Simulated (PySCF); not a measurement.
# GeP+: from the state search to spectroscopic constants, part 2 of 2

PySCF 2.14.0; Ge def2-SVP, P def2-SVP; no relativity.

**8. M06-L**

Log of the SCF at 2.320 Å:

```text
[... 13 set-up lines left out, the same as in an earlier log ...]
max_memory 909 MB (current use 328 MB)
[... 3 set-up lines left out, the same as in an earlier log ...]
XC functionals = M06L
    Y. Zhao and D. G. Truhlar.,  J. Chem. Phys. 125, 194101 (2006)
    Y. Zhao and D. G. Truhlar.,  J. Chem. Phys. 125, 194101 (2006)
    Y. Zhao and D. G. Truhlar.,  Theor. Chem. Acc. 120, 215 (2008)
[... 2 set-up lines left out, the same as in an earlier log ...]
init E= -2417.55350243981
cycle= 1 E= -2417.55468626845  delta_E= -0.00118  |g|= 0.0285  |ddm|= 0.126
cycle= 2 E= -2417.55350711736  delta_E= 0.00118  |g|= 0.0399  |ddm|=  0.1
cycle= 3 E= -2417.55479952511  delta_E= -0.00129  |g|= 0.0184  |ddm|= 0.0938
cycle= 4 E= -2417.5550630149  delta_E= -0.000263  |g|= 0.000597  |ddm|= 0.0273
cycle= 5 E= -2417.55506331715  delta_E= -3.02e-07  |g|= 0.000189  |ddm|= 0.00189
cycle= 6 E= -2417.55506335423  delta_E= -3.71e-08  |g|= 2.85e-05  |ddm|= 0.000501
cycle= 7 E= -2417.55506335508  delta_E= -8.5e-10  |g|= 7.98e-06  |ddm|= 7.42e-05
Extra cycle  E= -2417.55506335512  delta_E= -4.37e-11  |g|= 6.25e-06  |ddm|= 2.8e-05
converged SCF energy = -2417.55506335512  <S^2> = 2.0061915  2S+1 = 3.0041248
```

Re = 2.332 Å, ωe = 383 cm⁻¹, ωexe = 1.29 cm⁻¹, αe = 0.000642 cm⁻¹, Be = 0.1420 cm⁻¹, De = 2.76 eV, μ = -0.36 D.

**9. revPBE**

Log of the SCF at 2.320 Å:

```text
[... 13 set-up lines left out, the same as in an earlier log ...]
max_memory 909 MB (current use 329 MB)
[... 3 set-up lines left out, the same as in an earlier log ...]
XC functionals = PBE_R,PBE
    Y. Zhang and W. Yang.,  Phys. Rev. Lett. 80, 890 (1998)
[... 4 set-up lines left out, the same as in an earlier log ...]
init E= -2417.39926993324
cycle= 1 E= -2417.400061823  delta_E= -0.000792  |g|= 0.0487  |ddm|= 0.0969
cycle= 2 E= -2417.39818030146  delta_E= 0.00188  |g|= 0.0609  |ddm|= 0.116
cycle= 3 E= -2417.39975102598  delta_E= -0.00157  |g|= 0.033  |ddm|= 0.134
cycle= 4 E= -2417.40076873201  delta_E= -0.00102  |g|= 0.000563  |ddm|= 0.0524
cycle= 5 E= -2417.40076896099  delta_E= -2.29e-07  |g|= 0.000219  |ddm|= 0.00148
cycle= 6 E= -2417.40076900108  delta_E= -4.01e-08  |g|= 5.27e-05  |ddm|= 0.000353
cycle= 7 E= -2417.40076900371  delta_E= -2.63e-09  |g|= 6.88e-06  |ddm|= 8.69e-05
cycle= 8 E= -2417.40076900376  delta_E= -4.68e-11  |g|= 2.59e-06  |ddm|= 1.93e-05
Extra cycle  E= -2417.4007690037  delta_E= 5.78e-11  |g|= 7.68e-06  |ddm|= 1.81e-05
converged SCF energy = -2417.4007690037  <S^2> = 2.0050955  2S+1 = 3.003395
```

Re = 2.355 Å, ωe = 365 cm⁻¹, ωexe = 1.20 cm⁻¹, αe = 0.000654 cm⁻¹, Be = 0.1392 cm⁻¹, De = 2.81 eV, μ = 0.23 D.

**10. PW91 (GGA)**

The SCF at the reference distance, 2.320 Å, printed:

```text
[... 17 set-up lines left out, the same as in an earlier log ...]
XC functionals = PW91,PW91
    J. P. Perdew. In P. Ziesche and H. Eschrig, editors, Proceedings of the 75. WE-Heraeus-Seminar and 21st Annual International Symposium on Electronic Structure of Solids, 11. Berlin, 1991. Akademie Verlag.
    J. P. Perdew, J. A. Chevary, S. H. Vosko, K. A. Jackson, M. R. Pederson, D. J. Singh, and C. Fiolhais.,  Phys. Rev. B 46, 6671 (1992)
    J. P. Perdew, J. A. Chevary, S. H. Vosko, K. A. Jackson, M. R. Pederson, D. J. Singh, and C. Fiolhais.,  Phys. Rev. B 48, 4978 (1993)
    J. P. Perdew. In P. Ziesche and H. Eschrig, editors, Proceedings of the 75. WE-Heraeus-Seminar and 21st Annual International Symposium on Electronic Structure of Solids, 11. Berlin, 1991. Akademie Verlag.
    J. P. Perdew, J. A. Chevary, S. H. Vosko, K. A. Jackson, M. R. Pederson, D. J. Singh, and C. Fiolhais.,  Phys. Rev. B 46, 6671 (1992)
    J. P. Perdew, J. A. Chevary, S. H. Vosko, K. A. Jackson, M. R. Pederson, D. J. Singh, and C. Fiolhais.,  Phys. Rev. B 48, 4978 (1993)
[... 2 set-up lines left out, the same as in an earlier log ...]
init E= -2417.75381234209
cycle= 1 E= -2417.75482914824  delta_E= -0.00102  |g|= 0.0529  |ddm|= 0.129
cycle= 2 E= -2417.75113882676  delta_E= 0.00369  |g|= 0.0733  |ddm|= 0.156
cycle= 3 E= -2417.75426964271  delta_E= -0.00313  |g|= 0.0426  |ddm|= 0.177
cycle= 4 E= -2417.75586274908  delta_E= -0.00159  |g|= 0.000867  |ddm|= 0.0651
cycle= 5 E= -2417.7558631303  delta_E= -3.81e-07  |g|= 0.00036  |ddm|= 0.00248
cycle= 6 E= -2417.75586323619  delta_E= -1.06e-07  |g|= 8.75e-05  |ddm|= 0.000561
cycle= 7 E= -2417.75586324371  delta_E= -7.52e-09  |g|= 9.31e-06  |ddm|= 0.00014
cycle= 8 E= -2417.75586324381  delta_E= -9.55e-11  |g|= 3e-06  |ddm|= 2.53e-05
Extra cycle  E= -2417.75586324374  delta_E= 7.09e-11  |g|= 8.9e-06  |ddm|= 2.11e-05
converged SCF energy = -2417.75586324374  <S^2> = 2.0044704  2S+1 = 3.0029788
```

Re = 2.345 Å, ωe = 371 cm⁻¹, ωexe = 1.19 cm⁻¹, αe = 0.000650 cm⁻¹, Be = 0.1405 cm⁻¹, De = 3.04 eV, μ = 0.32 D. 6 s of CPU time for 12 points, integrals apart.

**11. UHF (mean field)**

The SCF at the reference distance, 2.320 Å, printed:

```text
******** <class 'pyscf.scf.uhf_symm.SymAdaptedUHF'> ********
method = SymAdaptedUHF
[... 13 set-up lines left out, the same as in an earlier log ...]
Overwritten attributes  get_k get_jk get_hcore get_occ get_j  of <class 'pyscf.scf.uhf_symm.SymAdaptedUHF'>
<class 'pyscf.scf.uhf_symm.SymAdaptedUHF'> does not have attributes  refdm
[... 1 set-up line left out, the same as in an earlier log ...]
init E= -2415.40584183563
cycle= 1 E= -2415.4195112067  delta_E= -0.0137  |g|= 0.0595  |ddm|= 0.212
cycle= 2 E= -2415.42107534912  delta_E= -0.00156  |g|= 0.0304  |ddm|= 0.0825
cycle= 3 E= -2415.42146899963  delta_E= -0.000394  |g|= 0.00887  |ddm|= 0.0239
cycle= 4 E= -2415.42173809285  delta_E= -0.000269  |g|= 0.00426  |ddm|= 0.034
cycle= 5 E= -2415.42182333277  delta_E= -8.52e-05  |g|= 0.00141  |ddm|= 0.0249
cycle= 6 E= -2415.42183134429  delta_E= -8.01e-06  |g|= 0.000407  |ddm|= 0.00732
cycle= 7 E= -2415.42183191425  delta_E= -5.7e-07  |g|= 8.8e-05  |ddm|= 0.00238
cycle= 8 E= -2415.42183193569  delta_E= -2.14e-08  |g|= 2.91e-05  |ddm|= 0.000412
cycle= 9 E= -2415.42183193807  delta_E= -2.38e-09  |g|= 1.03e-05  |ddm|= 0.000142
cycle= 10 E= -2415.42183193844  delta_E= -3.71e-10  |g|= 5.32e-06  |ddm|= 5.06e-05
Extra cycle  E= -2415.42183193851  delta_E= -6.87e-11  |g|= 4.05e-06  |ddm|= 1.37e-05
converged SCF energy = -2415.42183193851  <S^2> = 2.0163605  2S+1 = 3.0108872
```

Re = 2.305 Å, ωe = 390 cm⁻¹, ωexe = 2.01 cm⁻¹, αe = 0.000807 cm⁻¹, Be = 0.1454 cm⁻¹, De = 1.09 eV, μ = -0.57 D. 1.8 s of CPU time for 12 points, integrals apart.

**12. Correlated methods on the Hartree–Fock reference**

Reference: UHF; core orbitals frozen: 14.

The coupled-cluster run at the reference distance, 2.320 Å, printed:

```text
******** <class 'pyscf.cc.uccsd.UCCSD'> ********
CC2 = 0
CCSD nocc = (np.int64(10), np.int64(8)), nmo = (36, 36)
frozen orbitals [[0, 1, 2, 3, 4, 5, 6, 7, 8, 9, 10, 11, 12, 13], [0, 1, 2, 3, 4, 5, 6, 7, 8, 9, 10, 11, 12, 13]]
max_cycle = 80
direct = 0
conv_tol = 1e-07
conv_tol_normt = 1e-05
diis_space = 8
diis_start_cycle = 0
diis_start_energy_diff = 1e+09
max_memory 909 MB (current use 379 MB)
Init t2, MP2 energy = -0.252864711409752
Init E_corr(UCCSD) = -0.252864711435566
cycle = 1  E_corr(UCCSD) = -0.260616028730932  dE = -0.0077513173  norm(t1,t2) = 0.090689
cycle = 2  E_corr(UCCSD) = -0.271833428873603  dE = -0.0112174001  norm(t1,t2) = 0.0367696
cycle = 3  E_corr(UCCSD) = -0.27426197720175  dE = -0.00242854833  norm(t1,t2) = 0.0210831
cycle = 4  E_corr(UCCSD) = -0.276297464105572  dE = -0.0020354869  norm(t1,t2) = 0.00893018
cycle = 5  E_corr(UCCSD) = -0.275857036119458  dE = 0.000440427986  norm(t1,t2) = 0.00444412
cycle = 6  E_corr(UCCSD) = -0.275907321231838  dE = -5.02851124e-05  norm(t1,t2) = 0.00128456
cycle = 7  E_corr(UCCSD) = -0.275920850513822  dE = -1.3529282e-05  norm(t1,t2) = 0.000357033
cycle = 8  E_corr(UCCSD) = -0.275914514639788  dE = 6.33587403e-06  norm(t1,t2) = 0.000135756
cycle = 9  E_corr(UCCSD) = -0.275915403207492  dE = -8.88567704e-07  norm(t1,t2) = 4.30155e-05
cycle = 10  E_corr(UCCSD) = -0.275915706660043  dE = -3.0345255e-07  norm(t1,t2) = 1.63845e-05
cycle = 11  E_corr(UCCSD) = -0.275915660991542  dE = 4.56685012e-08  norm(t1,t2) = 6.61348e-06
UCCSD converged
E(UCCSD) = -2415.697747599499  E_corr = -0.2759156609915416
UCCSD(T) correction = -0.00983221853092062
```

Correlation energy (eV) along the bond:

```tsv
R (Å)	MP2	SCS-MP2	CCSD	CCSD(T)	T1
1.995	-6.902	-6.476	n/a	n/a	n/a
2.088	-6.895	-6.475	-7.469	-7.715	0.015
2.181	-6.891	-6.478	-7.484	-7.738	0.018
2.250	-6.887	-6.481	-7.496	-7.757	0.020
2.320	-6.881	-6.483	-7.508	-7.776	0.022
2.390	-6.872	-6.484	-7.519	-7.793	0.024
2.482	-6.854	-6.481	-7.531	-7.812	0.028
2.598	-6.815	-6.460	-7.538	-7.825	0.032
2.738	-6.689	-6.342	-7.506	-7.793	0.041
2.923	-6.461	-6.114	n/a	n/a	n/a
```

UHF-MP2: Re = 2.297 Å, ωe = 405 cm⁻¹, ωexe = 1.37 cm⁻¹, αe = 0.000678 cm⁻¹, Be = 0.1464 cm⁻¹, De = 1.95 eV.

UHF-SCS-MP2: Re = 2.307 Å, ωe = 391 cm⁻¹, ωexe = 1.30 cm⁻¹, αe = 0.000718 cm⁻¹, Be = 0.1451 cm⁻¹, De = 1.87 eV.

UHF-CCSD: Re = 2.319 Å, ωe = 381 cm⁻¹, ωexe = 1.73 cm⁻¹, αe = 0.000778 cm⁻¹, Be = 0.1436 cm⁻¹, De = 1.96 eV.

UHF-CCSD(T): Re = 2.327 Å, ωe = 375 cm⁻¹, ωexe = 1.56 cm⁻¹, αe = 0.000753 cm⁻¹, Be = 0.1426 cm⁻¹, De = 2.09 eV.

**13. All curves**

Energy (eV) from each level's lowest point:

```tsv
R (Å)	UHF	UHF-MP2	UHF-SCS-MP2	UHF-CCSD	UHF-CCSD(T)	PBE	revPBE	PW91	r²SCAN	M06-L	PBE0
1.995	0.939	0.918	0.947	n/a	n/a	1.097	1.139	1.087	0.976	1.062	0.970
2.088	0.397	0.383	0.406	0.436	0.458	0.517	0.545	0.510	0.432	0.486	0.424
2.181	0.112	0.101	0.117	0.136	0.149	0.184	0.200	0.180	0.134	0.164	0.128
2.250	0.018	0.012	0.021	0.030	0.037	0.053	0.062	0.052	0.029	0.043	0.026
2.320	0.000	0.000	0.000	0.000	0.000	0.000	0.001	0.000	0.000	0.000	0.000
2.390	0.037	0.046	0.036	0.026	0.020	0.006	0.000	0.007	0.028	0.018	0.033
2.482	0.146	0.173	0.148	0.123	0.109	0.082	0.068	0.085	0.131	0.110	0.143
2.598	0.335	0.400	0.358	0.304	0.285	0.252	0.228	0.256	0.330	0.298	0.353
2.738	0.562	0.754	0.703	0.564	0.544	0.519	0.485	0.525	0.625	0.581	0.662
2.923	0.750	1.169	1.119	n/a	n/a	0.919	0.872	0.926	1.050	0.981	1.100
```

The whole job (state search and all levels along the bond) took 2 min on 1 thread of Oxide Virtual Turin-like (shared host), peak memory 0.58 GiB.

**14. What came out**

The summary covers parts 1 to 2.

Lowest PBE0 solution found, without spin–orbit coupling: ³Σ⁻ (triplet), unpaired electrons π ↑↑. State 2 has its PBE0 minimum 0.29 eV higher, as a spin-mixed determinant (⟨S²⟩ = 1.01), so this is no gap between pure states. State 3 has its PBE0 minimum 0.54 eV higher. State 4 has its PBE0 minimum 0.74 eV higher, as a spin-mixed determinant (⟨S²⟩ = 1.02), so this is no gap between pure states. The other levels ran on the lowest alone.

```tsv
level	Re (Å)	ωe (cm⁻¹)	De (eV)	μ (D)
UHF	2.305	390	1.09	-0.57
UHF-MP2	2.297	405	1.95	n/a
UHF-SCS-MP2	2.307	391	1.87	n/a
UHF-CCSD	2.319	381	1.96	n/a
UHF-CCSD(T)	2.327	375	2.09	n/a
PBE	2.346	370	3.00	0.30
revPBE	2.355	365	2.81	0.23
PW91	2.345	371	3.04	0.32
r²SCAN	2.318	385	2.73	0.22
M06-L	2.332	383	2.76	-0.36
PBE0	2.313	393	2.69	0.08
```

De is counted to Ge+ + P in their ground configurations. A positive dipole points from Ge to P; in an ion it is taken about the centre of mass and does not tell which atom is negative.

Differences from CCSD(T) in the same basis:

```tsv
level	Re (mÅ)	ωe (%)
UHF	-23	+4.1
UHF-MP2	-30	+8.0
UHF-SCS-MP2	-20	+4.4
UHF-CCSD	-8	+1.5
PBE	+19	-1.3
revPBE	+28	-2.5
PW91	+17	-1.1
r²SCAN	-10	+2.8
M06-L	+5	+2.3
PBE0	-14	+4.8
```

Time per point (s) on 1 thread of Oxide Virtual Turin-like, shared host (CPU time, shared integrals of 0.17 s apart; correlated levels include their reference; CCSD comes with the CCSD(T) run); the times are rough: UHF 0.15, UHF-MP2 0.23, UHF-SCS-MP2 0.23, PBE 0.76, revPBE 0.64, PW91 0.5, r²SCAN 0.77, M06-L 1.1, PBE0 1; the reference 2.7.

Cheap and still within 12 mÅ and 2.5 % of CCSD(T): M06-L (1.1 s), against 2.7 s for the dearest run.

In words: Judged by CCSD(T) in the same basis: best bond length M06-L (+5 mÅ), worst UHF-MP2 (-30 mÅ); best wavenumber PW91 (-1.1 %), worst UHF-MP2 (+8.0 %). Hartree–Fock makes the bond too short and too stiff against this reference, as it mostly does. PBE gives a bond that is too long and too soft, as GGAs tend to. CCSD(T) in a basis this small is itself some way from its limit, more so than the functionals. Among the levels with a De in the table, it runs from 1.09 eV (UHF) to 3.04 eV (PW91).

Correlated steps freeze 14 core orbitals.
